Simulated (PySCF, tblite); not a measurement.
**C4H12GeOSi2: geometry, infrared bands and NMR shifts**

Aim: predict the infrared bands and NMR shifts of C4H12GeOSi2 (`[SiH3][GeH2][C@@H]1C=CO[SiH2]C1`).

The runs use tblite 0.8.0 and PySCF 2.14.0, with density-fitted response routines of our own; the level of theory stands in each step. All values are computed, except where a source is named. Atoms are numbered from 0 throughout.

**1. Starting geometry**

20 atoms, charge 0, multiplicity 1; geometry from: force field or distance geometry start.

Bonds of the start (Å): Si0–Ge1 2.31, Ge1–C2 1.94, C2–C3 1.51, C3–C4 1.34, C4–O5 1.41, O5–Si6 1.74, Si6–C7 1.87, C7–C2 1.54, Si0–H8 1.47, Si0–H9 1.46, Si0–H10 1.47, Ge1–H11 1.54, Ge1–H12 1.57, C2–H13 1.11, C3–H14 1.08, C4–H15 1.08, Si6–H16 1.46, Si6–H17 1.47, C7–H18 1.11, C7–H19 1.11.

**2. Relaxing the molecule with GFN2-xTB**

What the job is given:

```
{"job": {"kind": "relax", "xc": "GFN2-xTB", "basis": "xTB"}, "charge": 0, "multiplicity": 1}
Si     2.779500     0.208600    -1.098300
Ge     1.673600     0.657000     0.884500
C     -0.185000     0.103600     0.764700
C     -0.283900    -1.366300     0.450800
C     -1.413000    -1.985600     0.066000
O     -2.603100    -1.304400    -0.256300
Si    -2.683200     0.434200    -0.363200
C     -0.899000     0.971600    -0.283600
H      2.148400     0.982400    -2.177300
H      4.181900     0.589800    -0.970700
H      2.663600    -1.225600    -1.400500
H      1.749600     2.166500     1.203000
H      2.356100    -0.139400     2.047400
H     -0.653300     0.289600     1.752800
H      0.585700    -1.984100     0.635800
H     -1.407200    -3.059700    -0.034800
H     -3.318300     0.854500    -1.613500
H     -3.400800     0.952600     0.811700
H     -0.857600     2.045100    -0.007800
H     -0.439300     0.820200    -1.281500
```

Run with:

```sh
> OMP_NUM_THREADS=1 python probes_run.py task.json out
```

One launch serves the whole session: the jobs run in the order shown.

**Question.** This job is followed by: GFN2-xTB harmonic vibrations, gas phase; GIAO PBE0/pcSseg-1 NMR shielding, non-relativistic, gas phase. What will the session give for the following? strongest single infrared mode (GFN2-xTB); zero-point energy (GFN2-xTB); ¹³C shifts against TMS (PBE0/pcSseg-1); ¹H shifts against TMS (PBE0/pcSseg-1, means over atoms taken as alike); ²⁹Si shifts against TMS (PBE0/pcSseg-1); ⁷³Ge shifts against GeMe4 (PBE0/pcSseg-1); ¹⁷O shifts against H2O (PBE0/pcSseg-1); surface potential, 1st and 99th percentile.

As calculated:

```
                                                              quantity                                                           value
                             strongest single infrared mode (GFN2-xTB)                                            647 cm⁻¹, 677 km/mol
                                          zero-point energy (GFN2-xTB)                                                   84.9 kcal/mol
                                ¹³C shifts against TMS (PBE0/pcSseg-1)                                    149.5, 110.7, 21.6, 13.5 ppm
¹H shifts against TMS (PBE0/pcSseg-1, means over atoms taken as alike)  6.60, 5.16, 5.11, 4.74, 4.01, 3.87, 3.55, 2.60, 1.07, 0.96 ppm
                               ²⁹Si shifts against TMS (PBE0/pcSseg-1)                                               -24.0, -121.1 ppm
                             ⁷³Ge shifts against GeMe4 (PBE0/pcSseg-1)                                                        -221 ppm
                                ¹⁷O shifts against H2O (PBE0/pcSseg-1)                                                        92.7 ppm
                                 surface potential, 1st and 99th percentile                                              -1.08 V and 1.07 V
```

The optimisation took 88 steps and gained 0.455 eV; among the close pairs (by a distance rule), O5–Si6 changed most, from 1.744 to 1.636 Å. The lowest mode is imaginary (23i cm⁻¹), so the xTB geometry is not a minimum. The strongest single mode, at 647 cm⁻¹, is spread over many atoms; the largest shares are those of H11, H12. GFN2-xTB is a fitted tight-binding method: band positions and strengths are rough. Its intensities can rank the bands wrongly. C4 (alkene carbon bearing oxygen) lies farthest downfield among carbon, at 149.5 ppm; an sp2 carbon further deshielded by the attached heteroatom. The most deshielded hydrogen is H15 (hydrogen on an alkene carbon bearing oxygen), at 6.60 ppm: a vinylic proton, deshielded by the sp2 carbon and the C=C anisotropy. Spin-orbit coupling is left out, which matters for shieldings and couplings at and beside the heavy atoms.
